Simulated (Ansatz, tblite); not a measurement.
**Cu(NH3)Cl (ClCuH₃N): removing an electron**

The task here is to estimate one member of a computed series from the others.

Method: as each input shows; program: Ansatz 0.2.0, Gaussian basis.

Plan: charge +1 doublet, at the geometry of the singlet (PBE0-D4/def2-TZVP, PBE-D4/def2-TZVP, r2SCAN-D4/def2-TZVP, CCSD(T)/def2-TZVPP); the starting singlet's energies come from earlier runs.

## The geometry

The geometry is that of the singlet, from an earlier relaxation (B3LYP-D4/def2-TZVP).

6 atoms, charge 0, spin multiplicity 1.

Atoms are counted from 1 here; the program's logs count them from 0.

Bond lengths: Cu1–N2 1.956 Å, Cu1–Cl6 2.098 Å, N2–H3 1.016 Å, N2–H4 1.016 Å, N2–H5 1.016 Å. Angles: N2–Cu1–Cl6 180.0°, Cu1–N2–H3 111.3°, Cu1–N2–H4 111.3°, Cu1–N2–H5 111.3°, H3–N2–H4 107.6°, H3–N2–H5 107.6°, H4–N2–H5 107.6°.

Formally the metal is d10. No spin-orbit coupling is included.

Set-up of the first run:

in.yaml reads:

```yaml
crystal:
  periodic: [false, false, false]
  atoms:
    - {symbol: Cu, position_ang: [-0.005563, 0.002916, -1.139146]}
    - {symbol: N, position_ang: [0.003494, -0.001861, 0.816870]}
    - {symbol: H, position_ang: [-0.407455, 0.849013, 1.190708]}
    - {symbol: H, position_ang: [0.949496, -0.071238, 1.181414]}
    - {symbol: H, position_ang: [-0.525946, -0.786296, 1.186977]}
    - {symbol: Cl, position_ang: [-0.014037, 0.007457, -3.236824]}
basis:
  gaussian: {orbitals: def2-SVP}
total_charge: 1
magnetization: {spin_polarized: true, initial_magnetization: 1}
hamiltonian: {xc: pbe0, dispersion: d4}
output: {orbitals: {seedname: orbitals}}
```

The run is started by

```
$ ansatz run in.yaml --threads 4 --pin off --events-out ev --progress --plain --max-ram 3916MiB
```

Steps of the session up to this table: Charge +1 doublet at the fixed geometry, first pass, PBE0-D4/def2-SVP; Charge +1 doublet at the fixed geometry, PBE0-D4/def2-TZVP; Charge +1 doublet at the fixed geometry, PBE-D4/def2-TZVP; Charge +1 doublet at the fixed geometry, r2SCAN-D4/def2-TZVP; Charge +1 doublet at the fixed geometry, CCSD(T)/def2-TZVPP.

One table of the session follows, with a row left open; its other results are not shown here.

It belongs to the step «Vertical ionisation energy». 

```
             method  vertical ionisation energy (eV)
      HF/def2-TZVPP                             6.41
   PBE-D4/def2-TZVP                             8.71
r2SCAN-D4/def2-TZVP                                ?
  PBE0-D4/def2-TZVP                             8.87
     MP2/def2-TZVPP                            10.36
    CCSD/def2-TZVPP                             8.87
 CCSD(T)/def2-TZVPP                             9.12
```

Estimate the missing values for r2SCAN-D4/def2-TZVP.

The run gave: vertical ionisation energy (eV): 8.73. In the column «vertical ionisation energy (eV)» it lies between PBE-D4/def2-TZVP (8.71) and PBE0-D4/def2-TZVP (8.87).
